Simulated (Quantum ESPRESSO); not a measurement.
Crystal: Cu.

```
Cu
1.0
    -1.64000    1.64000    1.00000
     1.64000   -1.64000    1.00000
     1.64000    1.64000   -1.00000
Cu
1
Direct
  0.00000 0.00000 0.00000
```

The cell was built by a generator and needn't be a form met in nature.

Base run:

```yaml
Program: Quantum ESPRESSO 7.5
Functional: PBEsol
Potentials_or_basis: GBRV 1.5 PBEsol
Cutoff: 762 eV
Density_cutoff: 6095 eV
k_mesh: 16 × 16 × 20
Occupations: methfessel-paxton, width 0.1 eV
Spin: no spin polarisation
```

Its results: band gap on the k mesh none (metal or under the smearing width); pressure 44.9 GPa.

Problem. The run is repeated on the same cell with these changes: functional from PBEsol to LDA; potentials or basis from GBRV 1.5 PBEsol to GBRV 1.5 LDA. What comes out?

Solution. Band gap on the k mesh none (metal or under the smearing width); pressure 37.4 GPa.

Caveats: a pressure of tens of GPa on the cell as given is suspect, and the run, the potentials or the cell itself is likely at fault.

Not every run made on this cell is shown here.
